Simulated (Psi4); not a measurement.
# SnH2ClO (SMILES [OH][SnH][Cl]) at 5 levels

Aim: a comparison of 5 runs (UHF/def2-SVP, USVWN5/STO-3G, U-wB97X-3c/vDZP, UBP86/3-21G, UCAM-B3LYP/def2-SVP) of SnH2ClO. 

The results are computed with Psi4 1.11.

4 further runs of the same task are left out: 1 that didn't finish, 3 set aside as unsound or not needed.

### 1 The molecule

The species is SnH2ClO (5 atoms), meant as a doublet with charge 0. SMILES: `[OH][SnH][Cl]`. Geometry: relaxed at PBE0-D4/def2-TZVP. This is one conformer, not always the lowest.

Bond lengths: O1–Sn2 1.964 Å, Sn2–Cl3 2.353 Å, O1–H4 0.962 Å, Sn2–H5 1.737 Å. Angles: O1–Sn2–Cl3 105.0°, O1–Sn2–H5 104.0°, Cl3–Sn2–H5 108.1°, Sn2–O1–H4 113.5°.

### 2 Energy and forces at UHF/def2-SVP (core potential) (run 1)

Input file clh2osn.xyz:

```xyz
5
ClH2OSn
O     -1.283600     0.069700    -0.537300
Sn     0.678700     0.118800    -0.475700
Cl     1.263300    -1.237700     1.355600
H     -1.653300    -0.790500    -0.318200
H      1.044700     1.766200    -0.065800
```

Input file calc.py:

```python
import psi4

psi4.set_memory('1600 MB')
psi4.set_num_threads(1)
psi4.core.set_output_file('psi4.out', False)

with open('clh2osn.xyz') as f:
    atoms = ''.join(f.readlines()[2:])
geom = psi4.geometry('0 2\n' + atoms + 'symmetry c1\nno_reorient\nno_com')

psi4.set_options({
    'basis': 'def2-SVP',
    'reference': 'uhf',
    'puream': True,
    'e_convergence': 1e-09,
    'd_convergence': 1e-08,
    'scf_type': 'pk',
    'maxiter': 200,
})

result, w = psi4.gradient('hf', return_wfn=True)
psi4.oeprop(w, 'DIPOLE', 'LOWDIN_CHARGES', 'MAYER_INDICES')
print('gradient / Eh bohr^-1')
print(result.np.round(6))
print(f'energy = {w.energy():.10f} Eh')
```

On the command line:

```console
python calc.py
```

psi4.out:

```text
[...]
    !!!  WARNING: ECP capability is in beta. Please check occupations closely.  !!!
[...]
  Running in c1 symmetry.
[...]
  Nuclear repulsion =  175.205929457982222
[...]
  Multiplicity = 2
[...]
  Nalpha       = 25
  Nbeta        = 24
[...]
    Number of basis functions: 68
[...]
   @UHF iter   1:  -748.57517697544813   -1.95883e+00   7.35507e-03 DIIS/ADIIS
[...]
   @UHF iter  16:  -748.69506661438788   -3.06954e-12   7.75755e-09 DIIS
[...]
   @S^2 Observed:                7.617051214E-01
[...]
    Orbital Energies [Eh]
    ---------------------
    Alpha Occupied:
       1A   -104.772321     2A    -20.548810     3A    -10.534778
       4A     -8.010668     5A     -8.006767     6A     -8.006457
       7A     -5.912594     8A     -4.103776     9A     -4.100560
      10A     -4.097747    11A     -1.390151    12A     -1.372533
      13A     -1.368144    14A     -1.365117    15A     -1.363694
      16A     -1.269083    17A     -1.060526    18A     -0.702120
      19A     -0.610476    20A     -0.531396    21A     -0.509453
      22A     -0.491853    23A     -0.455895    24A     -0.447967
      25A     -0.352121
    Alpha Virtual:
[...]
  @UHF Final Energy:  -748.69506661438788
   => Energetics <=
    Nuclear Repulsion Energy =            175.2059294579822222
    One-Electron Energy =               -1465.6091407841054206
    Two-Electron Energy =                 541.7081447117353719
    Total Energy =                       -748.6950666143878834
  UHF NO Occupations:
  HONO-2 :   23  A 1.9986541
  HONO-1 :   24  A 1.9962796
[...]
  -Total Gradient:
     Atom            X                  Y                   Z
    ------   -----------------  -----------------  -----------------
       1        0.004810025032     0.019618389271    -0.004048398552
       2        0.000033169418    -0.011535591370     0.002405832506
       3       -0.001671409842     0.004100711628    -0.004487337548
       4       -0.002524892174    -0.016241791099     0.004293696854
       5       -0.000646892424     0.004058281575     0.001836206731
[...]
 Multipole Moments:
 ------------------------------------------------------------------------------------
     Multipole            Electronic (a.u.)      Nuclear  (a.u.)        Total (a.u.)
 ------------------------------------------------------------------------------------
 L = 1.  Multiply by 2.5417464519 to convert [e a0] to [Debye]
 Dipole X            :        -47.9168814           48.2448970            0.3280155
 Dipole Y            :         31.9085623          -31.9250332           -0.0164708
 Dipole Z            :        -15.7418087           14.9239231           -0.8178856
 Magnitude           :                                                    0.8813639
[...]
```

On the terminal:

```text
gradient / Eh bohr^-1
[[ 4.8100e-03  1.9618e-02 -4.0480e-03]
 [ 3.3000e-05 -1.1536e-02  2.4060e-03]
 [-1.6710e-03  4.1010e-03 -4.4870e-03]
 [-2.5250e-03 -1.6242e-02  4.2940e-03]
 [-6.4700e-04  4.0580e-03  1.8360e-03]]
energy = -748.6950666144 Eh
```

Wall time 3.3 s (1 thread of Intel Xeon 6975P-C (Granite Rapids), shared host); peak memory 0.23 GiB.

### 3 The energy at USVWN5/STO-3G (run 2)

clh2osn.xyz is that of step 2.

Input file calc.py:

```python
import psi4

psi4.set_memory(1600000000)
psi4.set_num_threads(1)
psi4.core.set_output_file('clh2osn.out', False)

with open('clh2osn.xyz') as f:
    atoms = ''.join(f.readlines()[2:])
mol = psi4.geometry('0 2\n' + atoms + 'symmetry c1\nno_reorient\nno_com')

options = {'basis': 'STO-3G', 'reference': 'uks', 'puream': True, 'e_convergence': 1e-09, 'd_convergence': 1e-08, 'scf_type': 'pk', 'dft_radial_points': 99, 'dft_spherical_points': 590, 'maxiter': 200}
psi4.set_options(options)

E, wfn = psi4.energy("scf", dft_functional={"name": "SVWN5", "x_functionals": {"LDA_X": {}}, "c_functionals": {"LDA_C_VWN": {}}}, molecule=mol, return_wfn=True)
psi4.oeprop(wfn, "DIPOLE", "WIBERG_LOWDIN_INDICES", "MULLIKEN_CHARGES")
print(f'scf energy: {E:.10f} Eh')
for k, v in sorted(psi4.core.scalar_variables().items()):
    print(f'{k:45s} {v:18.10f}')
```

On the command line:

```console
python calc.py
```

clh2osn.out (excerpt; [...] marks lines left out):

```text
[...]
  Running in c1 symmetry.
[...]
  Nuclear repulsion =  357.064306353683378
[...]
  Multiplicity = 2
[...]
  Nalpha       = 39
  Nbeta        = 38
[...]
    Number of basis functions: 43
[...]
   @UKS iter   1: -6487.75846739447206   -1.99629e+00   1.40539e-02 DIIS/ADIIS
[...]
   @UKS iter  12: -6488.07903614469797   -9.09495e-13   9.34462e-09 DIIS
[...]
   @S^2 Observed:                7.506016649E-01
[...]
  @UKS Final Energy: -6488.07903614469797
   => Energetics <=
    Nuclear Repulsion Energy =            357.0643063536833779
    One-Electron Energy =               -9694.7535673049642355
    Two-Electron Energy =                3040.9753815429935457
    DFT Exchange-Correlation Energy =    -191.3651567364108246
    Empirical Dispersion Energy =           0.0000000000000000
    VV10 Nonlocal Energy =                  0.0000000000000000
    Total Energy =                      -6488.0790361446979659
[...]
 Multipole Moments:
 ------------------------------------------------------------------------------------
     Multipole            Electronic (a.u.)      Nuclear  (a.u.)        Total (a.u.)
 ------------------------------------------------------------------------------------
 L = 1.  Multiply by 2.5417464519 to convert [e a0] to [Debye]
 Dipole X            :        -84.6682622           84.1564964           -0.5117659
 Dipole Y            :         25.9010533          -25.6390482            0.2620051
 Dipole Z            :          9.4797847          -10.2464730           -0.7666883
 Magnitude           :                                                    0.9583120
[...]
  Mulliken Charges: (a.u.)
   Center  Symbol    Alpha    Beta     Spin     Total
       1     O     4.29230  4.03585  0.25645 -0.32815
       2    SN    25.01350 24.43017  0.58333  0.55632
       3    CL     8.72664  8.64444  0.08220 -0.37107
       4     H     0.38578  0.39505 -0.00926  0.21917
       5     H     0.58178  0.49449  0.08729 -0.07627
   Total alpha = 39.00000, Total beta = 38.00000, Total charge = -0.00000
  Wiberg Bond Indices using Orthogonal Lowdin Orbitals:
  Total Bond Index:
[...]
```

The script printed:

```text
scf energy: -6488.0790361447 Eh
CURRENT ENERGY                                  -6488.0790361447
CURRENT REFERENCE ENERGY                        -6488.0790361447
DD SOLVATION ENERGY                                 0.0000000000
DFT FUNCTIONAL TOTAL ENERGY                     -6488.0790361447
DFT TOTAL ENERGY                                -6488.0790361447
DFT VV10 ENERGY                                     0.0000000000
DFT XC ENERGY                                    -191.3651567364
GRID ELECTRONS ALPHA                               39.0000003693
GRID ELECTRONS BETA                                38.0000002526
GRID ELECTRONS TOTAL                               77.0000006219
NUCLEAR REPULSION ENERGY                          357.0643063537
ONE-ELECTRON ENERGY                             -9694.7535673050
PCM POLARIZATION ENERGY                             0.0000000000
PE ENERGY                                           0.0000000000
SCF ITERATION ENERGY                            -6488.0790361447
SCF ITERATIONS                                     12.0000000000
SCF TOTAL ENERGY                                -6488.0790361447
TWO-ELECTRON ENERGY                              3040.9753815430
XC GRID RADIAL POINTS                              99.0000000000
XC GRID SPHERICAL POINTS                          590.0000000000
XC GRID TOTAL POINTS                           269061.0000000000
```

Run time: 3.6 s. Hardware: 1 thread of Intel Xeon 6975P-C (Granite Rapids), shared host; peak memory 0.27 GiB.

Runs 3 to 4 aren't shown in full; the table further down has their settings and results.

### 4 A single-point energy at UCAM-B3LYP/def2-SVP (core potential) (run 5)

clh2osn.xyz is that of step 3.

Input file run.py:

```python
import numpy as np
from ase.calculators.psi4 import Psi4
from ase.io import read

atoms = read('clh2osn.xyz')
calc = Psi4(atoms=atoms, method='cam-b3lyp', basis='def2-SVP', memory='1600MB', num_threads=1, charge=0, multiplicity=2, label='calc', reference='uks')
calc.psi4.set_options({'puream': True, 'e_convergence': 1e-09, 'd_convergence': 1e-08, 'scf_type': 'pk', 'dft_radial_points': 99, 'dft_spherical_points': 590, 'maxiter': 200})
atoms.calc = calc

print(f'energy: {atoms.get_potential_energy():.6f} eV')
```

On the command line:

```console
python run.py
```

calc.dat:

```text
[...]
    !!!  WARNING: ECP capability is in beta. Please check occupations closely.  !!!
[...]
  Running in c1 symmetry.
[...]
  Nuclear repulsion =  175.205929457982222
[...]
  Multiplicity = 2
[...]
  Nalpha       = 25
  Nbeta        = 24
[...]
    Number of basis functions: 68
[...]
   @UKS iter   1:  -750.48407801586507   -1.56254e+00   1.06493e-02 DIIS/ADIIS
[...]
   @UKS iter  14:  -750.70451093501038   -5.22959e-12   5.10724e-09 DIIS
[...]
   @S^2 Observed:                7.562796732E-01
[...]
    Orbital Energies [Eh]
    ---------------------
    Alpha Occupied:
       1A   -101.552251     2A    -19.209253     3A     -9.506845
       4A     -7.274975     5A     -7.268422     6A     -7.267948
       7A     -5.208228     8A     -3.552740     9A     -3.550644
      10A     -3.548325    11A     -1.147003    12A     -1.134158
      13A     -1.130191    14A     -1.128079    15A     -1.127033
      16A     -1.029842    17A     -0.872000    18A     -0.606043
      19A     -0.511105    20A     -0.437924    21A     -0.412130
      22A     -0.401833    23A     -0.374553    24A     -0.367897
      25A     -0.288617
    Alpha Virtual:
[...]
  @UKS Final Energy:  -750.70451093501038
   => Energetics <=
    Nuclear Repulsion Energy =            175.2059294579822222
    One-Electron Energy =               -1466.1042936503117744
    Two-Electron Energy =                 581.7541654999927232
    DFT Exchange-Correlation Energy =     -41.5603122426734615
    Empirical Dispersion Energy =           0.0000000000000000
    VV10 Nonlocal Energy =                  0.0000000000000000
    Total Energy =                       -750.7045109350103758
[...]
 Multipole Moments:
 ------------------------------------------------------------------------------------
     Multipole            Electronic (a.u.)      Nuclear  (a.u.)        Total (a.u.)
 ------------------------------------------------------------------------------------
 L = 1.  Multiply by 2.5417464519 to convert [e a0] to [Debye]
 Dipole X            :          7.8219931           -7.6774618            0.1445313
 Dipole Y            :         17.4956900          -17.4966484           -0.0009585
 Dipole Z            :        -25.5344527           24.8941231           -0.6403295
 Magnitude           :                                                    0.6564390
[...]
```

On the terminal:

```text
energy: -20427.710237 eV
```

Run time: 12 s. Hardware: 1 thread of Intel Xeon 6975P-C (Granite Rapids), shared host; peak memory 0.72 GiB.

### 5 Overview of the runs

| run | level | task | core potential | energy (Eh) | dipole moment (D) | HOMO energy (eV) | LUMO energy (eV) | wall time |
| --- | --- | --- | --- | --- | --- | --- | --- | --- |
| 1 | UHF/def2-SVP (core potential) | gradient | def2 | -748.695067 | 2.24 | -9.58 | -0.28 | 3.3 s |
| 2 | USVWN5/STO-3G | energy | none | -6488.079036 | 2.44 | -2.03 | -1.18 | 3.6 s |
| 3 | U-wB97X-3c/vDZP (density fitting, core potential) | gradient | vDZP | -35.689964 | 2.05 | -8.98 | -1.91 | 6.9 s |
| 4 | UBP86/3-21G | gradient | none | -6533.384470 | 2.13 | -5.39 | -4.56 | 6.9 s |
| 5 | UCAM-B3LYP/def2-SVP (core potential) | energy | def2 | -750.704511 | 1.67 | -7.85 | -2.82 | 12 s |

### 6 Outcome

| quantity | value |
| --- | --- |
| run 5: total energy | -750.70451 Eh |
| run 5: dipole moment | 1.67 D |
| run 5: HOMO energy (highest over α and β) | -7.85 eV |
| run 5: LUMO energy (lowest over α and β) | -2.82 eV |
| run 5: ⟨S²⟩ | 0.756 |

In words: The dipole moment (its size) runs from 1.67 D (UCAM-B3LYP/def2-SVP) to 2.44 D (USVWN5/STO-3G). The two ends differ in method and basis and core potential. Totals of different functionals can't be ranked against each other. Some runs of one species differ in core potentials or relativity; totals across that change don't compare. In run 2 the basis is minimal, so the values are rough. In runs 2, 4 relativity is left out where basis or elements ask for it. All runs together took 32 s, the longest 12 s.
